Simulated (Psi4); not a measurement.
# AsH3 (arsine): B2PLYP/cc-pVTZ (density fitting for correlation)

What is the vertical singlet–triplet gap of AsH3 (arsine) at B2PLYP/cc-pVTZ (density fitting for correlation)? Input form: a Python script.

Program for the calculation: Psi4 1.11.

2 further runs of the same task are left out: 2 set aside as unsound or not needed.

### 1 The system as given

The species is AsH3 (4 atoms), meant as a singlet with charge 0. SMILES: `[AsH3]`. The coordinates come from a PBE0-D4/def2-TZVP relaxation.

Bond lengths: As1–H2 1.522 Å, As1–H3 1.522 Å, As1–H4 1.522 Å. Angles: H2–As1–H3 92.0°, H2–As1–H4 92.0°, H3–As1–H4 92.0°.

### 2 A single-point energy at B2PLYP/cc-pVTZ (density fitting for correlation)

Input file ash3.xyz:

```xyz
4
AsH3
As    -0.215800     0.487600    -0.346000
H      0.349900     0.630300     1.059400
H     -1.068000    -0.705500     0.061100
H      0.933900    -0.412500    -0.774500
```

Input file ash3.py:

```python
import psi4

psi4.set_memory(1600000000)
psi4.set_num_threads(1)
psi4.core.set_output_file('run.log', False)

with open('ash3.xyz') as f:
    atoms = ''.join(f.readlines()[2:])
m = psi4.geometry('0 1\n' + atoms + 'symmetry c1')

psi4.set_options({
    'puream': True,
    'e_convergence': 1e-09,
    'd_convergence': 1e-08,
    'scf_type': 'pk',
    'dft_radial_points': 99,
    'dft_spherical_points': 590,
    'num_frozen_docc': 9,
})

E, wfn = psi4.energy('b2plyp/cc-pVTZ', return_wfn=True)
print(f'total energy {E:.8f} hartree = {E * 27.211386:.5f} eV')
for k, v in sorted(psi4.core.scalar_variables().items()):
    print(f'{k:45s} {v:18.10f}')
```

Run with:

```bash
$ python ash3.py
```

run.log, shortened:

```text
[...]
  Running in c1 symmetry.
[...]
  Nuclear repulsion =   35.153177936618192
[...]
  Multiplicity = 1
[...]
  Nalpha       = 18
  Nbeta        = 18
[...]
    Number of basis functions: 85
[...]
   @RKS iter   1: -2236.26634697103827   -2.42635e+00   2.31841e-02 ADIIS/DIIS
[...]
   @RKS iter   9: -2237.23239812088741   -2.77396e-11   5.84117e-09 DIIS
[...]
    Orbital Energies [Eh]
    ---------------------
    Doubly Occupied:
       1A   -428.668812     2A    -54.860162     3A    -48.962559
       4A    -48.962559     5A    -48.961508     6A     -7.417590
       7A     -5.390491     8A     -5.390491     9A     -5.386229
      10A     -1.833012    11A     -1.833012    12A     -1.829129
      13A     -1.829129    14A     -1.826648    15A     -0.720053
      16A     -0.421047    17A     -0.421043    18A     -0.322759
[...]
  @RKS Final Energy: -2237.23239812088741
   => Energetics <=
    Nuclear Repulsion Energy =             35.1531779366181922
    One-Electron Energy =               -3186.4989667210948028
    Two-Electron Energy =                 954.1269670152455546
    DFT Exchange-Correlation Energy =     -40.0135763516566243
    Empirical Dispersion Energy =           0.0000000000000000
    VV10 Nonlocal Energy =                  0.0000000000000000
    Total Energy =                      -2237.2323981208874102
[...]
 Multipole Moments:
 ------------------------------------------------------------------------------------
     Multipole            Electronic (a.u.)      Nuclear  (a.u.)        Total (a.u.)
 ------------------------------------------------------------------------------------
 L = 1.  Multiply by 2.5417464519 to convert [e a0] to [Debye]
 Dipole X            :         -0.8311876            0.8719188            0.0407312
 Dipole Y            :          1.8781176           -1.9702011           -0.0920835
 Dipole Z            :         -1.3326420            1.3979791            0.0653371
 Magnitude           :                                                    0.1200306
[...]
```

On the terminal:

```text
total energy -2237.30923441 hartree = -60880.28518 eV
B2PLYP DOUBLE-HYBRID CORRECTION ENERGY             -0.0768362920
B2PLYP TOTAL ENERGY                             -2237.3092344129
CURRENT ENERGY                                  -2237.3092344129
CURRENT REFERENCE ENERGY                        -2237.2323981209
DD SOLVATION ENERGY                                 0.0000000000
DFT FUNCTIONAL TOTAL ENERGY                     -2237.2323981209
DFT TOTAL ENERGY                                -2237.3092344129
DFT VV10 ENERGY                                     0.0000000000
DFT XC ENERGY                                     -40.0135763517
DOUBLE-HYBRID CORRECTION ENERGY                    -0.0768362920
GRID ELECTRONS ALPHA                               18.0000000769
GRID ELECTRONS BETA                                18.0000000769
GRID ELECTRONS TOTAL                               36.0000001538
NUCLEAR REPULSION ENERGY                           35.1531779366
ONE-ELECTRON ENERGY                             -3186.4989667211
PCM POLARIZATION ENERGY                             0.0000000000
PE ENERGY                                           0.0000000000
SCF ITERATION ENERGY                            -2237.2323981209
SCF ITERATIONS                                      9.0000000000
SCF TOTAL ENERGY                                -2237.2323981209
TWO-ELECTRON ENERGY                               954.1269670152
XC GRID RADIAL POINTS                              99.0000000000
XC GRID SPHERICAL POINTS                          590.0000000000
XC GRID TOTAL POINTS                           223848.0000000000
```

Run time: 20 s. Hardware: 1 thread of AMD EPYC 7R32 (Zen 2), shared host; peak memory 1.7 GiB.

### 3 The triplet, same level

ash3.xyz is that of step 2.

Input file calc.py:

```python
import psi4

psi4.set_memory('1600 MB')
psi4.set_num_threads(1)
psi4.core.set_output_file('ash3.out', False)

with open('ash3.xyz') as f:
    atoms = ''.join(f.readlines()[2:])
mol = psi4.geometry('0 3\n' + atoms + 'symmetry c1')

options = {'basis': 'cc-pVTZ', 'reference': 'uks', 'puream': True, 'e_convergence': 1e-09, 'd_convergence': 1e-08, 'scf_type': 'pk', 'dft_radial_points': 99, 'dft_spherical_points': 590, 'num_frozen_docc': 9, 'maxiter': 100}
psi4.set_options(options)

e = psi4.energy('b2plyp', molecule=mol)
print(f'b2plyp energy: {e:.10f} Eh')
for k, v in sorted(psi4.core.scalar_variables().items()):
    print(f'{k:45s} {v:18.10f}')
```

Run with:

```bash
$ python calc.py
```

ash3.out, shortened:

```text
[...]
  Running in c1 symmetry.
[...]
  Nuclear repulsion =   35.153177936618192
[...]
  Multiplicity = 3
[...]
  Nalpha       = 19
  Nbeta        = 17
[...]
    Number of basis functions: 85
[...]
   @UKS iter   1: -2236.19545775425559   -2.35546e+00   2.20806e-02 DIIS/ADIIS
[...]
   @UKS iter  24: -2237.01692485965987   -6.82121e-12   3.53696e-09 DIIS
[...]
   @S^2 Observed:                2.009317631E+00
[...]
    Orbital Energies [Eh]
    ---------------------
    Alpha Occupied:
       1A   -428.716873     2A    -54.905771     3A    -49.010344
       4A    -49.007982     5A    -49.007295     6A     -7.466559
       7A     -5.444180     8A     -5.437618     9A     -5.434080
      10A     -1.883468    11A     -1.882517    12A     -1.881925
      13A     -1.874354    14A     -1.873268    15A     -0.766417
      16A     -0.460960    17A     -0.454437    18A     -0.410025
      19A     -0.110387
    Alpha Virtual:
      20A      0.029807    21A      0.056211    22A      0.205964
      23A      0.209273    24A      0.213391    25A      0.267254
[...]
  @UKS Final Energy: -2237.01692485965987
   => Energetics <=
    Nuclear Repulsion Energy =             35.1531779366181922
    One-Electron Energy =               -3184.8193513442156473
    Two-Electron Energy =                 952.6546766620876951
    DFT Exchange-Correlation Energy =     -40.0054281141500496
    Empirical Dispersion Energy =           0.0000000000000000
    VV10 Nonlocal Energy =                  0.0000000000000000
    Total Energy =                      -2237.0169248596598663
[...]
 Multipole Moments:
 ------------------------------------------------------------------------------------
     Multipole            Electronic (a.u.)      Nuclear  (a.u.)        Total (a.u.)
 ------------------------------------------------------------------------------------
 L = 1.  Multiply by 2.5417464519 to convert [e a0] to [Debye]
 Dipole X            :         -0.9233986            0.8719188           -0.0514798
 Dipole Y            :          2.0098772           -1.9702011            0.0396761
 Dipole Z            :         -1.4369206            1.3979791           -0.0389415
 Magnitude           :                                                    0.0757681
[...]
```

Standard output:

```text
b2plyp energy: -2237.0868410453 Eh
B2PLYP DOUBLE-HYBRID CORRECTION ENERGY             -0.0699161856
B2PLYP TOTAL ENERGY                             -2237.0868410453
CURRENT ENERGY                                  -2237.0868410453
CURRENT REFERENCE ENERGY                        -2237.0169248597
DD SOLVATION ENERGY                                 0.0000000000
DFT FUNCTIONAL TOTAL ENERGY                     -2237.0169248597
DFT TOTAL ENERGY                                -2237.0868410453
DFT VV10 ENERGY                                     0.0000000000
DFT XC ENERGY                                     -40.0054281142
DOUBLE-HYBRID CORRECTION ENERGY                    -0.0699161856
GRID ELECTRONS ALPHA                               19.0000000331
GRID ELECTRONS BETA                                17.0000000589
GRID ELECTRONS TOTAL                               36.0000000920
NUCLEAR REPULSION ENERGY                           35.1531779366
ONE-ELECTRON ENERGY                             -3184.8193513442
PCM POLARIZATION ENERGY                             0.0000000000
PE ENERGY                                           0.0000000000
SCF ITERATION ENERGY                            -2237.0169248597
SCF ITERATIONS                                     24.0000000000
SCF TOTAL ENERGY                                -2237.0169248597
TWO-ELECTRON ENERGY                               952.6546766621
XC GRID RADIAL POINTS                              99.0000000000
XC GRID SPHERICAL POINTS                          590.0000000000
XC GRID TOTAL POINTS                           223848.0000000000
```

It took 37 s on 1 thread of AMD EPYC 7R32 (Zen 2), shared host; peak memory 1.7 GiB.

### 4 Summary of results

At B2PLYP/cc-pVTZ (density fitting for correlation), 9 core orbitals frozen:

| quantity | value |
| --- | --- |
| singlet: total energy | -2237.30923 Eh |
| singlet: HOMO energy (SCF part's orbitals) | -8.78 eV |
| singlet: LUMO energy (SCF part's orbitals) | 1.67 eV |
| singlet: HOMO–LUMO gap (SCF part's orbitals) | 10.45 eV |
| triplet: total energy | -2237.08684 Eh |
| triplet: HOMO energy (SCF part's orbitals) (highest over α and β) | -3.00 eV |
| triplet: ⟨S²⟩ | 2.009 |
| vertical energy of the triplet above the singlet | 6.052 eV |

What this shows: At this shape the triplet lies 6.05 eV (140 kcal/mol) above the singlet.
